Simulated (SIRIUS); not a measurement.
**Au: equation of state with PBEsol**

Au:

```
Au
1.0
    -1.65727    1.65727    1.65727
     1.65727   -1.65727    1.65727
     1.65727    1.65727   -1.65727
Au
1
Direct
  0.00000 0.00000 0.00000
```

This isn't the form of Au at room conditions, which is fcc.

```yaml
Program: SIRIUS 7.12.0
Task: equation of state
Functional: PBEsol
Potentials_or_basis: all-electron FP-LAPW
Cutoff: 169 eV
Basis: apw+lo standard
k_mesh: 11 × 11 × 11
Occupations: fermi-dirac, width 0.05 eV
Spin: no spin polarisation
```

```json
{"Equilibrium volume": "17.07 Å³/atom (rough: see the caveat)", "Bulk modulus": "167 GPa (rough)"}
```

Energy against volume, from the lowest point:
```csv
volume (Å³/atom),energy (meV/atom)
17.115,0.00
17.479,4.85
17.843,16.27
18.207,34.08
18.571,56.95
18.935,84.22
19.299,115.48
```

All runs of the series together: 5.4 min on 1 thread of Arm Neoverse V1, with other jobs on the host.

Caveat: the minimum lies outside the volumes run. The run has no spin-orbit coupling, so splittings on Au are missing.
